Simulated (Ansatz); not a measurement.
# BClF3H4N: the cost of one run

All numbers below are computed with Ansatz 0.2.0 (RKS B3LYP/def2-SVP).

### Step 1. The starting structure

Bond lengths: B1–Cl2 2.168 Å, B1–F3 1.304 Å, B1–F4 1.306 Å, B1–F6 1.678 Å, N8–H9 1.006 Å, N8–H10 1.006 Å. Angles: Cl2–B1–F3 109.0°, Cl2–B1–F4 108.7°, Cl2–B1–F6 101.1°, F3–B1–F4 122.3°, F3–B1–F6 107.1°, F4–B1–F6 106.5°, H9–N8–H10 112.3°.

As a file:

```xyz
10

B     0.1716   -1.7384    0.2926
Cl    1.8092   -0.3318    0.4948
F     0.4848   -2.6282   -0.6083
F    -0.2457   -2.0699    1.4853
H    -0.8696    0.4399   -0.4046
F    -1.0164   -0.7587   -0.3739
H     0.8328    1.0715    0.0935
N    -0.3073    1.6429   -0.2878
H    -0.1832    2.1567   -1.1437
H    -0.6762    2.2160    0.4520
```

### Step 2. Pulling towards end A

Springs on the bonds that form and break draw the guess towards this end; the thresholds are loose.

Input file input.yaml:

```yaml
crystal:
  periodic: [false, false, false]
  atoms:
    - { symbol: B, position_ang: [0.1716, -1.7384, 0.2926] }
    - { symbol: Cl, position_ang: [1.8092, -0.3318, 0.4948] }
    - { symbol: F, position_ang: [0.4848, -2.6282, -0.6083] }
    - { symbol: F, position_ang: [-0.2457, -2.0699, 1.4853] }
    - { symbol: H, position_ang: [-0.8696, 0.4399, -0.4046] }
    - { symbol: F, position_ang: [-1.0164, -0.7587, -0.3739] }
    - { symbol: H, position_ang: [0.8328, 1.0715, 0.0935] }
    - { symbol: "N", position_ang: [-0.3073, 1.6429, -0.2878] }
    - { symbol: H, position_ang: [-0.1832, 2.1567, -1.1437] }
    - { symbol: H, position_ang: [-0.6762, 2.216, 0.452] }
basis:
  gaussian: { orbitals: def2-SVP }
hamiltonian:
  xc: b3lyp
relax:
  f_tol: 0.15
  max_steps: 25
  restrain:
    - { distance: [0, 5], at: 2.71, k: 30.0 }
    - { distance: [4, 7], at: 2.32, k: 30.0 }
    - { distance: [6, 1], at: 2.63, k: 30.0 }
    - { distance: [0, 1], at: 1.86, k: 30.0 }
    - { distance: [4, 5], at: 0.88, k: 30.0 }
    - { distance: [6, 7], at: 1.02, k: 30.0 }
```

Launch:

```
ansatz run input.yaml --threads 2 --pin off --max-ram 3072MiB --backend cpu --events-out ev --progress --plain --runs-dir out
```

What time and memory should one allow on 2 threads of Intel Xeon Platinum 8488C (Sapphire Rapids), shared host?

About 21 s, with a peak of 0.26 GiB.
